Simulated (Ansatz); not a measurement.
# Si4: the cost of one run

The runs use Ansatz 0.2.0, Gaussian basis; unrestricted cation, the program's frozen cores in correlated methods.

The runs, in order: UKS PBE-D4/def2-TZVPP; UKS r2SCAN-D4/def2-TZVPP; UKS PBE0-D4/def2-TZVPP; UKS B3LYP-D4/def2-TZVPP; UKS wB97X-V/def2-TZVPP; UKS wB97M-V/def2-TZVPP; UKS B2PLYP/def2-TZVPP; UHF-CCSD(T)/def2-TZVPP; UHF-MP2/def2-QZVPP; extrapolation to the limit; then −ε(HOMO) from the neutral's earlier runs with LDA (SPW92), PBE-D4, revPBE-D4, BLYP-D4, r2SCAN-D4, B97M-V, PBE0-D4, B3LYP-D4, r2SCANh-D4, r2SCAN0-D4, HSE06-D4, BHLYP-D4, CAM-B3LYP-D4, LC-ωPBE, ωB97X-V, ωB97M-V.

## 1. The geometry

An earlier PBE0-D4 in a triple-zeta def2 set relaxation fixed the geometry.

4 atoms, charge 0, spin multiplicity 1.

Atoms are counted from 1 here; the program's logs count them from 0.

Bond lengths: Si1–Si2 2.306 Å, Si1–Si4 2.306 Å, Si2–Si3 2.306 Å, Si3–Si4 2.306 Å. Angles: Si2–Si1–Si4 62.5°, Si1–Si2–Si3 117.5°, Si2–Si3–Si4 62.5°, Si1–Si4–Si3 117.5°.

Geometry (Å):

```tsv
atom	x (Å)	y (Å)	z (Å)
Si1	1.0675	-0.5019	1.5796
Si2	-0.8603	0.4222	0.7155
Si3	-1.0661	0.5047	-1.5796
Si4	0.8589	-0.4250	-0.7155
```

## 2. Cation, UKS PBE-D4/def2-TZVPP

Contents of in.yaml:

```yaml
crystal:
  periodic: [false, false, false]
  atoms:
    - {symbol: Si, position_ang: [1.067466, -0.501881, 1.579597]}
    - {symbol: Si, position_ang: [-0.860313, 0.422166, 0.715518]}
    - {symbol: Si, position_ang: [-1.066093, 0.504722, -1.579622]}
    - {symbol: Si, position_ang: [0.858939, -0.424998, -0.715494]}
basis:
  gaussian: {orbitals: def2-TZVPP}
total_charge: 1
magnetization: {spin_polarized: true, initial_magnetization: 1}
hamiltonian: {xc: pbe, dispersion: d4}
```

Command:

```
$ ansatz run in.yaml --threads 4 --pin off --events-out ev --progress --plain --max-ram 10444MiB
```

**Question.** How long does this run take on 4 threads of Arm Neoverse V1, shared host, and how much memory does it need?

About 19 s, with a peak of 0.52 GiB.
